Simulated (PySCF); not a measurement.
**AuH5: one geometry, several methods**

How much do the numbers for AuH5 (singlet) hang on the method? All levels run at one geometry, the PBE0 minimum.

Program: PySCF 2.14.0. Level of theory: several methods, basis Au def2-TZVP with ECP60, H def2-TZVP, scalar-relativistic core potentials, no spin–orbit coupling, density fitting. These are calculated values, not measurements.

## (1) Starting geometry

6 atoms, charge 0, spin multiplicity 1.

Bond lengths: Au1–H2 1.825 Å, Au1–H3 1.825 Å, Au1–H4 1.631 Å, Au1–H5 1.539 Å, Au1–H6 1.631 Å, H2–H3 0.825 Å. Angles: H2–Au1–H3 26.1°, H2–Au1–H4 81.0°, H2–Au1–H5 166.9°, H2–Au1–H6 107.1°, H3–Au1–H4 107.1°, H3–Au1–H5 166.9°, H3–Au1–H6 81.0°, H4–Au1–H5 86.0°, H4–Au1–H6 172.0°, H5–Au1–H6 86.0°, Au1–H2–H3 76.9°, Au1–H3–H2 76.9°.

Z-matrix (Å, degrees; charge 0 multiplicity 1):
```
Au
H  1 1.8251
H  1 1.8251 2 26.11
H  1 1.6308 2 80.97 3 180.00
H  1 1.5393 2 166.94 3 180.00
H  1 1.6308 2 107.08 3 0.00
```

## (2) Real-space pictures of the lowest minimum

The plane holds Au1 at (0.00, 0.00), H2 at (1.83, 0.00), H3 at (1.64, 0.80), H4 at (0.26, -1.61), H5 at (-1.50, -0.35), H6 at (-0.48, 1.56) Å. Columns run from x = -3.45 to 4.05 Å, rows from y = 3.75 (top) to -3.75 Å, in steps of 0.3 Å. Electrons inside core potentials are absent.

Density (cut at 5 e/Å³):

Ten steps from '0' (0.000 e/Å³) to '9' (5.000 e/Å³), finer at the low end (step k begins (100^(k/10) - 1)/99 of the way up):
```
00000000000000000000000000
00000000000000000000000000
00000000000000000000000000
00000000000000000000000000
00000000111110000000000000
00000001123221000000000000
00000001345432100000000000
00000012467642211110000000
00000012467653223321000000
00000012456655445653100000
00000123457887556864200000
00001134579999756764210000
00001345689669856775210000
00002467689669855664210000
00002467679999754443100000
00001345557887543221000000
00001123345666432110000000
00000011234576431100000000
00000000123577421000000000
00000000012455321000000000
00000000011233210000000000
00000000001111100000000000
00000000000000000000000000
00000000000000000000000000
00000000000000000000000000
00000000000000000000000000
```

ELF (0 where the density is under 0.005 e/Å³):

Ten even steps from '0' (0.00) to '9' (1.00):
```
00000000000000000000000000
00000000000000000000000000
00000000077700000000000000
00000008999986000000000000
00000089999998300000000000
00000599999998300000000000
00000599999997211344000000
00001389999996225888600000
00000148999974238999950000
00000124676433259999982000
00012223333344249999994000
00057775337777229999995000
00599998448007318999995000
00799999647008517999995000
00899999736877424899983000
00799999733433323478740000
00099998533345542223210000
00058874336899974100000000
00002321258999997310000000
00000000279999999510000000
00000000389999999600000000
00000000389999998500000000
00000000068999986000000000
00000000000788700000000000
00000000000000000000000000
00000000000000000000000000
```

Highest occupied orbital at -7.81 eV (sign arbitrary; one member if degenerate):

Ten even steps from '0' (-0.76 Å^-3/2) to '9' (0.73 Å^-3/2):
```
55555554444444455555555555
55555444444444444555555555
55554444444444444455555555
55544444444444444445555555
55544444444444444444455555
55444444333334444444455555
55444444322233444444445555
55444443310133444444445555
55444443310123444444445555
55444444322233444444455555
55544444333444444444555555
55544444445665444455555555
55554444456555555555555555
55555444554444555555555555
55555555554334555555555555
55555555555556665555555555
55555555556777766555555555
55555555566788766555555555
55555555566799766555555555
55555555556787765555555555
55555555556666665555555555
55555555555666555555555555
55555555555555555555555555
55555555555555555555555555
55555555555555555555555555
55555555555555555555555555
```

Making the fields needed 0.5 s of wall time on 2 threads of Arm Neoverse V2, shared host.

## (3) PBE0

The steps are one call of a driver around PySCF; scf.py gives each level's set-up. Each SCF starts from the density of the minimum. The driver also runs the species with one electron less or more at the same geometry; their logs are not shown.

File scf.py:

```python
from pyscf import gto, scf, dft
mol = gto.M(atom='''
Au    -0.008110    -0.000301    -0.003930
H      1.548999     0.465387     0.826463
H      1.633019    -0.347330     0.715287
H     -0.276762     1.599249     0.165550
H     -1.392564    -0.051666    -0.674724
H      0.054755    -1.607486    -0.273117''',
    basis={'Au': 'def2-TZVP', 'H': 'def2-TZVP'},
    ecp={'Au': 'def2-TZVP'},
    charge=0, spin=0)
mf = dft.RKS(mol, xc='PBE0')
mf.grids.atom_grid = (75, 302)
aux = {'Au': 'def2-universal-JKFIT', 'H': 'def2-universal-JKFIT'}
mf = mf.density_fit(auxbasis=aux)
mf.conv_tol = 1e-08
mf.diis_space = 10
mf.max_cycle = 60
mf.verbose = 4
mf.kernel()
```

Launch:

```
OMP_NUM_THREADS=2 python axn.py task.json out
```

Log:

```text
init E= -138.644837557968
  HOMO = -0.286840696097704  LUMO = -0.0340612262242992  gap/eV = 6.87848
cycle= 1 E= -138.644837557891  delta_E= 7.68e-11  |g|= 2.86e-05  |ddm|= 3.43e-05
  HOMO = -0.286838997970756  LUMO = -0.034058656274027  gap/eV = 6.87850
Extra cycle  E= -138.644837557701  delta_E= 1.9e-10  |g|= 4.32e-05  |ddm|= 5.1e-05
converged SCF energy = -138.644837557701
```

This level, with the species of one electron less or more, took 0.9 s.

| Property | Result |
| --- | --- |
| energy | -138.644838 Eh |
| one electron less (charge +1) | -138.272889 Eh (doublet, ⟨S²⟩ 0.77) |
| Mulliken charge of Au1 | +0.24 e |

## (4) HF

Edit scf.py of step 3 so:

```diff
@@ -12,2 +12 @@
-mf = dft.RKS(mol, xc='PBE0')
-mf.grids.atom_grid = (75, 302)
+mf = scf.RHF(mol)
```

Log, cut to the lines that bear on the results:

```text
[... the frontier levels of the middle cycles are left out ...]
init E= -137.555301093808
  HOMO = -0.376440394262207  LUMO = 0.0557018125682252  gap/eV = 11.75919
cycle= 1 E= -137.567241905971  delta_E= -0.0119  |g|= 0.0504  |ddm|= 0.392
  HOMO = -0.378738682611581  LUMO = 0.054804678868412  gap/eV = 11.79732
cycle= 2 E= -137.568410558258  delta_E= -0.00117  |g|= 0.0179  |ddm|= 0.0891
  HOMO = -0.379622160645304  LUMO = 0.0543802641203452  gap/eV = 11.80981
cycle= 3 E= -137.568605094081  delta_E= -0.000195  |g|= 0.00921  |ddm|= 0.0375
cycle= 4 E= -137.56863094374  delta_E= -2.58e-05  |g|= 0.00178  |ddm|= 0.00865
cycle= 5 E= -137.568633690504  delta_E= -2.75e-06  |g|= 0.000872  |ddm|= 0.00377
cycle= 6 E= -137.568633873604  delta_E= -1.83e-07  |g|= 0.000141  |ddm|= 0.00116
cycle= 7 E= -137.568633890343  delta_E= -1.67e-08  |g|= 2.45e-05  |ddm|= 0.00049
cycle= 8 E= -137.568633890706  delta_E= -3.63e-10  |g|= 4.86e-06  |ddm|= 6.81e-05
  HOMO = -0.379889212215652  LUMO = 0.0541930233383567  gap/eV = 11.81198
Extra cycle  E= -137.568633890727  delta_E= -2.1e-11  |g|= 2.63e-06  |ddm|= 9.44e-06
converged SCF energy = -137.568633890727
```

This level, with the species of one electron less or more, took under 0.5 s.

- energy: -137.568634 Eh
- one electron less (charge +1): -137.230804 Eh (doublet, ⟨S²⟩ 0.86)
- Mulliken charge of Au1: +0.46 e

## (5) PBE

Edit scf.py of step 4 so:

```diff
@@ -12 +12,2 @@
-mf = scf.RHF(mol)
+mf = dft.RKS(mol, xc='PBE')
+mf.grids.atom_grid = (75, 302)
```

Log, cut to the lines that bear on the results:

```text
[... the frontier levels of the middle cycles are left out ...]
init E= -138.690574353559
  HOMO = -0.244837307943979  LUMO = -0.0631588243218095  gap/eV = 4.94372
cycle= 1 E= -138.692100004103  delta_E= -0.00153  |g|= 0.0357  |ddm|= 0.19
  HOMO = -0.250260300876732  LUMO = -0.0696552263921033  gap/eV = 4.91451
cycle= 2 E= -138.691330532707  delta_E= 0.000769  |g|= 0.0743  |ddm|= 0.0875
  HOMO = -0.247966267679399  LUMO = -0.0658674167215123  gap/eV = 4.95516
cycle= 3 E= -138.692368017846  delta_E= -0.00104  |g|= 0.00542  |ddm|= 0.0555
cycle= 4 E= -138.692374566493  delta_E= -6.55e-06  |g|= 0.00188  |ddm|= 0.00615
cycle= 5 E= -138.692375314396  delta_E= -7.48e-07  |g|= 0.000187  |ddm|= 0.00181
cycle= 6 E= -138.692375329778  delta_E= -1.54e-08  |g|= 2.51e-05  |ddm|= 0.000325
cycle= 7 E= -138.692375329974  delta_E= -1.96e-10  |g|= 2.67e-06  |ddm|= 3.81e-05
  HOMO = -0.247438808112686  LUMO = -0.065597527400862  gap/eV = 4.94815
Extra cycle  E= -138.692375329974  delta_E= 2.84e-13  |g|= 3.61e-06  |ddm|= 8.49e-06
converged SCF energy = -138.692375329974
```

This level, with the species of one electron less or more, took 2.5 s.

* energy: -138.692375 Eh
* one electron less (charge +1): -138.322111 Eh (doublet, ⟨S²⟩ 0.76)
* Mulliken charge of Au1: +0.17 e

## (6) B3LYP

Edit scf.py of step 5 so:

```diff
@@ -12 +12 @@
-mf = dft.RKS(mol, xc='PBE')
+mf = dft.RKS(mol, xc='B3LYP')
```

Log:

```text
init E= -138.715891104333
  HOMO = -0.279643957070491  LUMO = -0.0428859578975427  gap/eV = 6.44251
cycle= 1 E= -138.716648797783  delta_E= -0.000758  |g|= 0.0118  |ddm|= 0.0992
  HOMO = -0.281914531850645  LUMO = -0.0457848312143376  gap/eV = 6.42542
cycle= 2 E= -138.716603548109  delta_E= 4.52e-05  |g|= 0.0215  |ddm|= 0.0323
  HOMO = -0.281204709045838  LUMO = -0.0446321667144112  gap/eV = 6.43747
cycle= 3 E= -138.716692969646  delta_E= -8.94e-05  |g|= 0.00146  |ddm|= 0.0155
  HOMO = -0.281046727952123  LUMO = -0.0444521010928769  gap/eV = 6.43807
cycle= 4 E= -138.716693588724  delta_E= -6.19e-07  |g|= 0.000498  |ddm|= 0.00216
  HOMO = -0.281054801864365  LUMO = -0.0444726709157974  gap/eV = 6.43773
cycle= 5 E= -138.716693638534  delta_E= -4.98e-08  |g|= 0.000102  |ddm|= 0.000437
  HOMO = -0.281063221918539  LUMO = -0.0444787011147305  gap/eV = 6.43779
cycle= 6 E= -138.71669364025  delta_E= -1.72e-09  |g|= 1.22e-05  |ddm|= 7.18e-05
  HOMO = -0.281061333757846  LUMO = -0.0444770790781224  gap/eV = 6.43779
Extra cycle  E= -138.716693640251  delta_E= -1.22e-12  |g|= 1.57e-05  |ddm|= 3.33e-05
converged SCF energy = -138.716693640251
```

This level, with the species of one electron less or more, needed 2.2 s of wall time on 2 threads of Arm Neoverse V2, shared host.

| Quantity | Value |
| --- | --- |
| energy | -138.716694 Eh |
| one electron less (charge +1) | -138.341205 Eh (doublet, ⟨S²⟩ 0.77) |
| Mulliken charge of Au1 | +0.27 e |

## (7) r2SCAN

Edit scf.py of step 6 so:

```diff
@@ -12,2 +12,2 @@
-mf = dft.RKS(mol, xc='B3LYP')
-mf.grids.atom_grid = (75, 302)
+mf = dft.RKS(mol, xc='R2SCAN')
+mf.grids.atom_grid = (90, 434)
```

Log:

```text
init E= -138.721344980594
  HOMO = -0.25809427264688  LUMO = -0.0602988590502802  gap/eV = 5.38229
cycle= 1 E= -138.722104017718  delta_E= -0.000759  |g|= 0.0176  |ddm|= 0.122
  HOMO = -0.256843970393465  LUMO = -0.0576709308415619  gap/eV = 5.41977
cycle= 2 E= -138.721957481569  delta_E= 0.000147  |g|= 0.0329  |ddm|= 0.0358
  HOMO = -0.257558016568519  LUMO = -0.059124478365149  gap/eV = 5.39965
cycle= 3 E= -138.722156879515  delta_E= -0.000199  |g|= 0.0017  |ddm|= 0.0254
  HOMO = -0.257368556443451  LUMO = -0.0589596863125097  gap/eV = 5.39898
cycle= 4 E= -138.722157547964  delta_E= -6.68e-07  |g|= 0.000458  |ddm|= 0.0018
  HOMO = -0.257377991380862  LUMO = -0.058976357775931  gap/eV = 5.39878
cycle= 5 E= -138.722157599334  delta_E= -5.14e-08  |g|= 8.83e-05  |ddm|= 0.000479
  HOMO = -0.257382590627472  LUMO = -0.0589714595781627  gap/eV = 5.39904
cycle= 6 E= -138.722157600618  delta_E= -1.28e-09  |g|= 2.31e-05  |ddm|= 9.51e-05
  HOMO = -0.257380276213634  LUMO = -0.0589727724986551  gap/eV = 5.39894
Extra cycle  E= -138.722157600365  delta_E= 2.53e-10  |g|= 4.49e-05  |ddm|= 6.86e-05
converged SCF energy = -138.722157600365
```

This level, with the species of one electron less or more, took 6.2 s.

* energy: -138.722158 Eh
* one electron less (charge +1): -138.350457 Eh (doublet, ⟨S²⟩ 0.77)
* Mulliken charge of Au1: +0.28 e

## (8) TPSSh

Edit scf.py of step 7 so:

```diff
@@ -12 +12 @@
-mf = dft.RKS(mol, xc='R2SCAN')
+mf = dft.RKS(mol, xc='TPSSH')
```

Log:

```text
init E= -138.628702834783
  HOMO = -0.270015736866484  LUMO = -0.0489227875264202  gap/eV = 6.01625
cycle= 1 E= -138.629069189778  delta_E= -0.000366  |g|= 0.0499  |ddm|= 0.107
  HOMO = -0.270654794925797  LUMO = -0.05413397488452  gap/eV = 5.89183
cycle= 2 E= -138.627834680922  delta_E= 0.00123  |g|= 0.0968  |ddm|= 0.114
  HOMO = -0.268269110338824  LUMO = -0.0494748501482487  gap/eV = 5.95370
cycle= 3 E= -138.629568706174  delta_E= -0.00173  |g|= 0.00217  |ddm|= 0.0705
  HOMO = -0.268467701476415  LUMO = -0.049399010677651  gap/eV = 5.96116
cycle= 4 E= -138.629569759835  delta_E= -1.05e-06  |g|= 0.000931  |ddm|= 0.00256
  HOMO = -0.26847152489507  LUMO = -0.0494332910993203  gap/eV = 5.96033
cycle= 5 E= -138.629569930204  delta_E= -1.7e-07  |g|= 9.47e-05  |ddm|= 0.000753
  HOMO = -0.26845791045855  LUMO = -0.0494375775472458  gap/eV = 5.95985
cycle= 6 E= -138.629569932122  delta_E= -1.92e-09  |g|= 1.78e-05  |ddm|= 0.000109
  HOMO = -0.268463102432174  LUMO = -0.0494367103099576  gap/eV = 5.96001
Extra cycle  E= -138.629569932102  delta_E= 1.96e-11  |g|= 2.52e-05  |ddm|= 4.82e-05
converged SCF energy = -138.629569932102
```

This level, with the species of one electron less or more, took 6.8 s.

| Property | Result |
| --- | --- |
| energy | -138.629570 Eh |
| one electron less (charge +1) | -138.258948 Eh (doublet, ⟨S²⟩ 0.77) |
| Mulliken charge of Au1 | +0.24 e |

## (9) BHandHLYP

Edit scf.py of step 8 so:

```diff
@@ -12,2 +12,2 @@
-mf = dft.RKS(mol, xc='TPSSH')
-mf.grids.atom_grid = (90, 434)
+mf = dft.RKS(mol, xc='BHANDHLYP')
+mf.grids.atom_grid = (75, 302)
```

Log, cut to the lines that bear on the results:

```text
[... the frontier levels of the middle cycles are left out ...]
init E= -138.49472332651
  HOMO = -0.323449042546073  LUMO = -0.0034531774590441  gap/eV = 8.70753
cycle= 1 E= -138.496338029036  delta_E= -0.00161  |g|= 0.02  |ddm|= 0.167
  HOMO = -0.322858873844431  LUMO = -0.00199747654567251  gap/eV = 8.73108
cycle= 2 E= -138.496380441422  delta_E= -4.24e-05  |g|= 0.0176  |ddm|= 0.0391
  HOMO = -0.323756603788128  LUMO = -0.00280073028681534  gap/eV = 8.73365
cycle= 3 E= -138.49643240262  delta_E= -5.2e-05  |g|= 0.00403  |ddm|= 0.0144
cycle= 4 E= -138.496435705842  delta_E= -3.3e-06  |g|= 0.00162  |ddm|= 0.00532
cycle= 5 E= -138.496436176747  delta_E= -4.71e-07  |g|= 0.000158  |ddm|= 0.000923
cycle= 6 E= -138.496436187336  delta_E= -1.06e-08  |g|= 1.44e-05  |ddm|= 0.000279
cycle= 7 E= -138.496436187467  delta_E= -1.32e-10  |g|= 2.09e-06  |ddm|= 3.66e-05
  HOMO = -0.323646562383245  LUMO = -0.00249149472658182  gap/eV = 8.73907
Extra cycle  E= -138.496436187468  delta_E= -9.95e-13  |g|= 1.56e-06  |ddm|= 5.23e-06
converged SCF energy = -138.496436187468
```

This level, with the species of one electron less or more, took 2.4 s.

* energy: -138.496436 Eh
* one electron less (charge +1): -138.125516 Eh (doublet, ⟨S²⟩ 0.79)
* Mulliken charge of Au1: +0.34 e

## (10) LC-wPBE

Edit scf.py of step 9 so:

```diff
@@ -12 +12 @@
-mf = dft.RKS(mol, xc='BHANDHLYP')
+mf = dft.RKS(mol, xc='LC_WPBE')
```

Log, cut to the lines that bear on the results:

```text
[... the frontier levels of the middle cycles are left out ...]
init E= -138.686588323941
  HOMO = -0.381607505504705  LUMO = 0.0394763917391363  gap/eV = 11.45828
cycle= 1 E= -138.688444240623  delta_E= -0.00186  |g|= 0.0167  |ddm|= 0.134
  HOMO = -0.382332711552797  LUMO = 0.0391653252061492  gap/eV = 11.46955
cycle= 2 E= -138.688557093254  delta_E= -0.000113  |g|= 0.00937  |ddm|= 0.0309
  HOMO = -0.381993180726406  LUMO = 0.0395254057807794  gap/eV = 11.47010
cycle= 3 E= -138.688575148825  delta_E= -1.81e-05  |g|= 0.00467  |ddm|= 0.0106
cycle= 4 E= -138.688580400789  delta_E= -5.25e-06  |g|= 0.00104  |ddm|= 0.00635
cycle= 5 E= -138.688580618196  delta_E= -2.17e-07  |g|= 0.000171  |ddm|= 0.0008
cycle= 6 E= -138.688580642053  delta_E= -2.39e-08  |g|= 2.59e-05  |ddm|= 0.000511
cycle= 7 E= -138.688580642551  delta_E= -4.98e-10  |g|= 5.22e-06  |ddm|= 7.77e-05
  HOMO = -0.382241150121796  LUMO = 0.0394756661270883  gap/eV = 11.47550
Extra cycle  E= -138.68858064257  delta_E= -1.87e-11  |g|= 3.28e-06  |ddm|= 1.39e-05
converged SCF energy = -138.68858064257
```

This level, with the species of one electron less or more, needed 3.6 s of wall time on 2 threads of Arm Neoverse V2, shared host.

| Quantity | Value |
| --- | --- |
| energy | -138.688581 Eh |
| one electron less (charge +1) | -138.308541 Eh (doublet, ⟨S²⟩ 0.79) |
| Mulliken charge of Au1 | +0.32 e |

## (11) Comparison of the levels

| level | atomisation energy (kJ/mol) | vertical ionisation energy (eV) | −ε(HOMO) (eV) | gap (eV) | dipole (D) | wall time |
| --- | --- | --- | --- | --- | --- | --- |
| PBE0 | 1148 | 10.12 | 7.81 | 6.88 | 1.76 | 0.9 s |
| HF | 735 | 9.19 | 10.34 | 11.81 | 2.20 | under 0.5 s |
| PBE | 1177 | 10.08 | 6.73 | 4.95 | 1.64 | 2.5 s |
| B3LYP | 1169 | 10.22 | 7.65 | 6.44 | 1.75 | 2.2 s |
| r2SCAN | 1217 | 10.11 | 7.00 | 5.40 | 1.71 | 6.2 s |
| TPSSh | 1224 | 10.09 | 7.31 | 5.96 | 1.79 | 6.8 s |
| BHandHLYP | 1121 | 10.09 | 8.81 | 8.74 | 1.91 | 2.4 s |
| LC-wPBE | 1152 | 10.34 | 10.40 | 11.48 | 1.92 | 3.6 s |

Times are for 2 threads of Arm Neoverse V2, shared host; PBE0 starts from its own converged density, so its time is not comparable. A dash stands where a species or a free atom was not run at that level, or the quantity is not defined.

Atomisation goes to high-spin atoms in their ground configurations, run at the same level, without zero-point energy.

## (12) What came out

```
                         quantity                            value
        atomisation energy, range  735 (HF) to 1224 (TPSSh) kJ/mol
vertical ionisation energy, range  9.19 (HF) to 10.34 (LC-wPBE) eV
               orbital gap, range      4.95 (PBE) to 11.81 (HF) eV
```

**Reading.** The atomisation energy spreads over 490 kJ/mol, from HF to TPSSh; without a CCSD(T) value for it there is no yardstick here. Whether spin polarisation would lower the closed shell was not checked. With an element this heavy the missing spin–orbit coupling can shift these numbers.
